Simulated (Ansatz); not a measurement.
# Ga2H6Se3O12: the cost of one run

Method: DFT, PBE, plane-wave PAW, default files, scalar-relativistic, as far as a step names no other, in Ansatz 0.2.0.

1 further run of the same task is left out (it didn't finish).

## 1. The starting structure

It takes space group R3c (No. 161, trigonal). Conventional cell: a = 9.223 Å, b = 9.223 Å, c = 19.941 Å, α = 90.00°, β = 90.00°, γ = 120.00°. Ga (site symmetry 3) has 6 O at 1.93 to 1.99 Å as nearest neighbours. Ga (site symmetry 3) has 6 O at 1.94 to 2.02 Å as nearest neighbours. Around H (site symmetry 1) lie 1 O at 0.83 Å. Around H (site symmetry 1) lie 1 O at 1.00 Å. Se (site symmetry 1) has 3 O at 1.68 to 1.72 Å as nearest neighbours. O (site symmetry 1) has 1 Se at 1.72 Å and 1 Ga at 1.99 Å as nearest neighbours. Around O (site symmetry 1) lie 1 Se at 1.72 Å and 1 Ga at 1.93 Å. O (site symmetry 1) has 1 H at 0.83 Å as nearest neighbours. Only part of the 9 independent sites is listed.

As a file:

```
Ga H Se O
1.0
     4.61150    2.66245    6.64700
    -4.61150    2.66245    6.64700
     0.00000   -5.32490    6.64700
Ga H Se O
4 12 6 24
Direct
  0.12590 0.12590 0.12590
  0.62590 0.62590 0.62590
  0.35933 0.35933 0.35933
  0.85933 0.85933 0.85933
  0.19500 0.33600 0.67600
  0.67600 0.19500 0.33600
  0.33600 0.67600 0.19500
  0.17600 0.83600 0.69500
  0.83600 0.69500 0.17600
  0.69500 0.17600 0.83600
  0.37200 0.37500 0.66100
  0.66100 0.37200 0.37500
  0.37500 0.66100 0.37200
  0.16100 0.87500 0.87200
  0.87500 0.87200 0.16100
  0.87200 0.16100 0.87500
  0.46540 0.92430 0.84610
  0.84610 0.46540 0.92430
  0.92430 0.84610 0.46540
  0.34610 0.42430 0.96540
  0.42430 0.96540 0.34610
  0.96540 0.34610 0.42430
  0.26390 0.92530 0.01510
  0.01510 0.26390 0.92530
  0.92530 0.01510 0.26390
  0.51510 0.42530 0.76390
  0.42530 0.76390 0.51510
  0.76390 0.51510 0.42530
  0.32840 0.22220 0.98490
  0.98490 0.32840 0.22220
  0.22220 0.98490 0.32840
  0.48490 0.72220 0.82840
  0.72220 0.82840 0.48490
  0.82840 0.48490 0.72220
  0.28490 0.37270 0.61210
  0.61210 0.28490 0.37270
  0.37270 0.61210 0.28490
  0.11210 0.87270 0.78490
  0.87270 0.78490 0.11210
  0.78490 0.11210 0.87270
  0.61060 0.85420 0.96360
  0.96360 0.61060 0.85420
  0.85420 0.96360 0.61060
  0.46360 0.35420 0.11060
  0.35420 0.11060 0.46360
  0.11060 0.46360 0.35420
```

## 2. Single point at the given positions

input.yaml reads:

```yaml
crystal:
  lattice:
    - [4.6115, 2.6624507664, 6.647]
    - [-4.6115, 2.6624507664, 6.647]
    - [0.0, -5.3249015327, 6.647]
  atoms:
    - { symbol: Ga, position: [0.1259, 0.1259, 0.1259] }
    - { symbol: Ga, position: [0.6259, 0.6259, 0.6259] }
    - { symbol: Ga, position: [0.3593333333, 0.3593333333, 0.3593333333] }
    - { symbol: Ga, position: [0.8593333333, 0.8593333333, 0.8593333333] }
    - { symbol: H, position: [0.195, 0.336, 0.676] }
    - { symbol: H, position: [0.676, 0.195, 0.336] }
    - { symbol: H, position: [0.336, 0.676, 0.195] }
    - { symbol: H, position: [0.176, 0.836, 0.695] }
    - { symbol: H, position: [0.836, 0.695, 0.176] }
    - { symbol: H, position: [0.695, 0.176, 0.836] }
    - { symbol: H, position: [0.372, 0.375, 0.661] }
    - { symbol: H, position: [0.661, 0.372, 0.375] }
    - { symbol: H, position: [0.375, 0.661, 0.372] }
    - { symbol: H, position: [0.161, 0.875, 0.872] }
    - { symbol: H, position: [0.875, 0.872, 0.161] }
    - { symbol: H, position: [0.872, 0.161, 0.875] }
    - { symbol: Se, position: [0.4654, 0.9243, 0.8461] }
    - { symbol: Se, position: [0.8461, 0.4654, 0.9243] }
    - { symbol: Se, position: [0.9243, 0.8461, 0.4654] }
    - { symbol: Se, position: [0.3461, 0.4243, 0.9654] }
    - { symbol: Se, position: [0.4243, 0.9654, 0.3461] }
    - { symbol: Se, position: [0.9654, 0.3461, 0.4243] }
    - { symbol: O, position: [0.2639, 0.9253, 0.0151] }
    - { symbol: O, position: [0.0151, 0.2639, 0.9253] }
    - { symbol: O, position: [0.9253, 0.0151, 0.2639] }
    - { symbol: O, position: [0.5151, 0.4253, 0.7639] }
    - { symbol: O, position: [0.4253, 0.7639, 0.5151] }
    - { symbol: O, position: [0.7639, 0.5151, 0.4253] }
    - { symbol: O, position: [0.3284, 0.2222, 0.9849] }
    - { symbol: O, position: [0.9849, 0.3284, 0.2222] }
    - { symbol: O, position: [0.2222, 0.9849, 0.3284] }
    - { symbol: O, position: [0.4849, 0.7222, 0.8284] }
    - { symbol: O, position: [0.7222, 0.8284, 0.4849] }
    - { symbol: O, position: [0.8284, 0.4849, 0.7222] }
    - { symbol: O, position: [0.2849, 0.3727, 0.6121] }
    - { symbol: O, position: [0.6121, 0.2849, 0.3727] }
    - { symbol: O, position: [0.3727, 0.6121, 0.2849] }
    - { symbol: O, position: [0.1121, 0.8727, 0.7849] }
    - { symbol: O, position: [0.8727, 0.7849, 0.1121] }
    - { symbol: O, position: [0.7849, 0.1121, 0.8727] }
    - { symbol: O, position: [0.6106, 0.8542, 0.9636] }
    - { symbol: O, position: [0.9636, 0.6106, 0.8542] }
    - { symbol: O, position: [0.8542, 0.9636, 0.6106] }
    - { symbol: O, position: [0.4636, 0.3542, 0.1106] }
    - { symbol: O, position: [0.3542, 0.1106, 0.4636] }
    - { symbol: O, position: [0.1106, 0.4636, 0.3542] }
kpoints:
  mp_grid: { grid: [4, 4, 4] }
scf:
  occupations: { method: fermi_dirac, width: 0.02 }
hamiltonian:
  xc: pbe
  pseudopotentials: { kind: paw }
output:
  forces: true
  stress: true
  populations: true
  efg:
    quadrupole_moments_barn: { Ga: 0.107, H: 0.00285783, O: -0.02558 }
    contact_densities: true
```

On the command line:

```console
> ansatz run input.yaml --threads 1 --pin off --max-ram 3072MiB --backend cpu --events-out ev --progress --plain --runs-dir out
```

**Question.** How long does this run take on 1 thread of Intel Xeon Platinum 8259CL at 2.50GHz (Skylake/Cascade Lake), shared host, and how much memory does it need?

About 3 min, with a peak of 1.6 GiB.
